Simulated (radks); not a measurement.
**Ionisation of Er³⁷⁺: one atom, several choices of relativity**

How much does the choice of relativity matter for taking an electron from Er³⁷⁺? Both Er³⁷⁺ ([Ar] 3d10 4s2 4p1) and Er³⁸⁺ ([Ar] 3d10 4s2) are run for each choice.

Method: Kohn-Sham, PBE, spin-unpolarised, spherical densities. Code: radks (a radial shooting solver on a logarithmic mesh, Libxc functionals) version 1.

### 1 The system

| Item | Value |
| --- | --- |
| element | erbium (Z = 68) |
| charge | +37 |
| electrons | 31 |
| configuration | [Ar] 3d10 4s2 4p1 |
| ion | Er³⁸⁺, [Ar] 3d10 4s2 |
| choices | non-relativistic; scalar-relativistic; Dirac, 2j+1 shares; Dirac, low j first; scalar-relativistic, finite nucleus; Dirac, 2j+1 shares, finite nucleus; Dirac, c × 3; Dirac, c × 10; Dirac, c × 0.85 |

### 2 non-relativistic: Er³⁷⁺

Settings of this run:

```text
Z 68
configuration [Ar] 3d10 4s2 4p1
relativity non-relativistic
functional pbe,pbe
spin unpolarised
nucleus point
```

### 3 non-relativistic: Er³⁸⁺

Settings of this run:

```text
Z 68
configuration [Ar] 3d10 4s2
relativity non-relativistic
functional pbe,pbe
spin unpolarised
nucleus point
```

### 4 scalar-relativistic: Er³⁷⁺

Settings of this run:

```text
Z 68
configuration [Ar] 3d10 4s2 4p1
relativity scalar-relativistic
functional pbe,pbe
spin unpolarised
nucleus point
c 137.035999084
```

### 5 scalar-relativistic: Er³⁸⁺

Settings of this run:

```text
Z 68
configuration [Ar] 3d10 4s2
relativity scalar-relativistic
functional pbe,pbe
spin unpolarised
nucleus point
c 137.035999084
```

### 6 Dirac, 2j+1 shares: Er³⁷⁺

Settings of this run:

```text
Z 68
configuration [Ar] 3d10 4s2 4p1
relativity Dirac
functional pbe,pbe
spin unpolarised
j_filling average
nucleus point
c 137.035999084
```

### 7 Dirac, 2j+1 shares: Er³⁸⁺

Changes since step 6:

```diff
@@ -1,3 +1,3 @@
 Z 68
-configuration [Ar] 3d10 4s2 4p1
+configuration [Ar] 3d10 4s2
 relativity Dirac
```

### 8 Dirac, low j first: Er³⁷⁺

Settings of this run:

```text
Z 68
configuration [Ar] 3d10 4s2 4p1
relativity Dirac
functional pbe,pbe
spin unpolarised
j_filling energy
nucleus point
c 137.035999084
```

### 9 Dirac, low j first: Er³⁸⁺

Changes since step 8:

```diff
@@ -1,3 +1,3 @@
 Z 68
-configuration [Ar] 3d10 4s2 4p1
+configuration [Ar] 3d10 4s2
 relativity Dirac
```

### 10 scalar-relativistic, finite nucleus: Er³⁷⁺

Settings of this run:

```text
Z 68
configuration [Ar] 3d10 4s2 4p1
relativity scalar-relativistic
functional pbe,pbe
spin unpolarised
nucleus finite rms 5.2516 fm
c 137.035999084
```

### 11 scalar-relativistic, finite nucleus: Er³⁸⁺

Changes since step 10:

```diff
@@ -1,3 +1,3 @@
 Z 68
-configuration [Ar] 3d10 4s2 4p1
+configuration [Ar] 3d10 4s2
 relativity scalar-relativistic
```

### 12 Dirac, 2j+1 shares, finite nucleus: Er³⁷⁺

Settings of this run:

```text
Z 68
configuration [Ar] 3d10 4s2 4p1
relativity Dirac
functional pbe,pbe
spin unpolarised
j_filling average
nucleus finite rms 5.2516 fm
c 137.035999084
```

### 13 Dirac, 2j+1 shares, finite nucleus: Er³⁸⁺

Changes since step 12:

```diff
@@ -1,3 +1,3 @@
 Z 68
-configuration [Ar] 3d10 4s2 4p1
+configuration [Ar] 3d10 4s2
 relativity Dirac
```

### 14 Dirac, c × 3: Er³⁷⁺

Settings of this run:

```text
Z 68
configuration [Ar] 3d10 4s2 4p1
relativity Dirac
functional pbe,pbe
spin unpolarised
j_filling average
nucleus point
c 411.108
```

### 15 Dirac, c × 3: Er³⁸⁺

Changes since step 14:

```diff
@@ -1,3 +1,3 @@
 Z 68
-configuration [Ar] 3d10 4s2 4p1
+configuration [Ar] 3d10 4s2
 relativity Dirac
```

### 16 Dirac, c × 10: Er³⁷⁺

Settings of this run:

```text
Z 68
configuration [Ar] 3d10 4s2 4p1
relativity Dirac
functional pbe,pbe
spin unpolarised
j_filling average
nucleus point
c 1370.35999
```

### 17 Dirac, c × 10: Er³⁸⁺

Changes since step 16:

```diff
@@ -1,3 +1,3 @@
 Z 68
-configuration [Ar] 3d10 4s2 4p1
+configuration [Ar] 3d10 4s2
 relativity Dirac
```

### 18 Dirac, c × 0.85: Er³⁷⁺

Settings of this run:

```text
Z 68
configuration [Ar] 3d10 4s2 4p1
relativity Dirac
functional pbe,pbe
spin unpolarised
j_filling average
nucleus point
c 116.4806
```

### 19 Dirac, c × 0.85: Er³⁸⁺

Changes since step 18:

```diff
@@ -1,3 +1,3 @@
 Z 68
-configuration [Ar] 3d10 4s2 4p1
+configuration [Ar] 3d10 4s2
 relativity Dirac
```

What does the calculation give? Wanted: for each run, relativity; E(Er³⁷⁺); Δ-SCF; −ε(HOMO); <r> HOMO; error.

**Answer**, as computed:

| relativity | E(Er³⁷⁺) (hartree) | Δ-SCF (eV) | −ε(HOMO) (eV) | <r> HOMO (bohr) | error (eV) |
| --- | --- | --- | --- | --- | --- |
| non-relativistic | -11685.5943 | 1601.7 | 1577.5 | 0.4681 | -76.34 |
| scalar-relativistic | -12265.7887 | 1636.3 | 1612.3 | 0.4568 | -41.66 |
| Dirac, 2j+1 shares | -12278.7293 | 1639.1 | 1592.8 | 0.4619 | -38.87 |
| Dirac, low j first | -12280.3083 | 1682.1 | 1656.5 | 0.4437 | +4.10 |
| scalar-relativistic, finite nucleus | -12264.4509 | 1636.4 | 1612.3 | 0.4568 | -41.65 |
| Dirac, 2j+1 shares, finite nucleus | -12277.3822 | 1639.1 | 1592.8 | 0.4619 | -38.86 |
| Dirac, c × 3 | -11744.3758 | 1605.5 | 1579.2 | 0.4674 | -72.47 |
| Dirac, c × 10 | -11690.8230 | 1602.0 | 1577.6 | 0.4680 | -76.00 |
| Dirac, c × 0.85 | -12554.9665 | 1655.4 | 1598.4 | 0.4597 | -22.60 |

What this shows: The NIST Atomic Spectra Database lists 1678 +/- 4 eV (theoretical). The smallest miss is that of Dirac, low j first (+4.10 eV), the largest that of non-relativistic (-76.34 eV). Runs with a scaled speed of light are not ranked. The ionisation energies span 80.44 eV, the total energies of Er³⁷⁺ 23657 eV (scaled speeds of light included): most of the change in the total cancels in the difference. From the non-relativistic level to Dirac, 2j+1 shares, finite nucleus the 1s level goes from -55030 to -58911 eV and the ionisation energy moves by +37.48 eV. Levels marked c × scale the speed of light and are no model of nature. Spin polarisation and multiplet splitting of open shells are left out at every level.
